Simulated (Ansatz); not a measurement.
**BGeCl+ (quartet): the correlation ladder, cc-pVDZ**

One table from this session's results is given with a row withheld; the runs are named, their logs left out.

Computed with Ansatz 0.2.0, Gaussian basis. Level: cc-pVDZ, core rule «outside noble gas», up to 20 orbitals frozen.

The runs, in order: UHF; CCSD(T) on ROHF; CCSD(T) on UHF; BCCD(T) on ROHF; CISD; CCSDT(Q) on ROHF; CCSDT(Q) on UHF; CASSCF and MRCISD+Q, 11 electrons in 11 orbitals; CASSCF and NEVPT2, 11 electrons in 11 orbitals.

26 further runs of the same task are left out: 15 that didn't finish, 11 set aside as unsound or not needed.

### What is computed

The geometry is a PBE0/def2-TZVP stationary point (not a proven minimum) of the parent state, kept for this charge and spin. No spin-orbit coupling is included. The filled d shell of Ge may be among the frozen orbitals whatever the setting's name suggests; the logs give the count.

3 atoms, charge 1, spin multiplicity 4.

Atoms are counted from 1 here; the program's logs count them from 0.

Bond lengths: Cl1–B2 1.692 Å, B2–Ge3 1.952 Å. Angles: Cl1–B2–Ge3 180.0°.

As a file:

```
Cl    0.0000    0.0000   -1.7788
B     0.0000    0.0000   -0.0866
Ge    0.0000    0.0000    1.8654
```

Set-up of the first run:

File in.yaml:

```yaml
crystal:
  periodic: [false, false, false]
  atoms:
    - {symbol: Cl, position_ang: [0.000000, 0.000000, -1.778800]}
    - {symbol: B, position_ang: [0.000000, 0.000000, -0.086600]}
    - {symbol: Ge, position_ang: [0.000000, 0.000000, 1.865400]}
basis:
  gaussian: {orbitals: cc-pVDZ}
total_charge: 1
magnetization: {spin_polarized: true, initial_magnetization: 3}
hamiltonian: {xc: hf}
output: {orbitals: {seedname: orbitals}}
```

The run is started by

```sh
$ ansatz run in.yaml --threads 1 --pin off --events-out ev --progress --plain --max-ram 2393MiB
```

Among the steps run: UHF; CCSD(T) on ROHF; CCSD(T) on UHF; BCCD(T) on ROHF; CISD; CCSDT(Q) on ROHF; CCSDT(Q) on UHF; CASSCF and MRCISD+Q, 11 electrons in 11 orbitals; CASSCF and NEVPT2, 11 electrons in 11 orbitals.

One table of the session follows, with a row left open; its other results are not shown here.

| method | from RCCSDT(Q) (meV) |
| --- | --- |
| ROHF | +7637.1 |
| UHF | +7576.9 |
| RMP2 | +1148.5 |
| UMP2 | +1122.8 |
| CISD | +1017.0 |
| RCCSD | +366.4 |
| UCCSD | +347.1 |
| RCCSD(T) | +59.8 |
| UCCSD(T) | +42.7 |
| BCCD(T) | +57.1 |
| RCCSDT | +17.2 |
| UCCSDT | +0.2 |
| RCCSDT(Q) | 0 |
| UCCSDT(Q) | ? |
| CASSCF valence | +5341.9 |
| NEVPT2 valence | +991.3 |
| MRCISD valence | +448.1 |
| MRCISD+Q valence | +47.6 |

**Question.** Estimate the row for UCCSDT(Q).

The run gave: from RCCSDT(Q) (meV): -21.9. In the column «from RCCSDT(Q) (meV)» it is the lowest.

To keep in mind: Restricted and unrestricted rows rest on different reference determinants; where their highest levels disagree by more than a few hundredths of an eV, they describe different states and don't form one ladder.
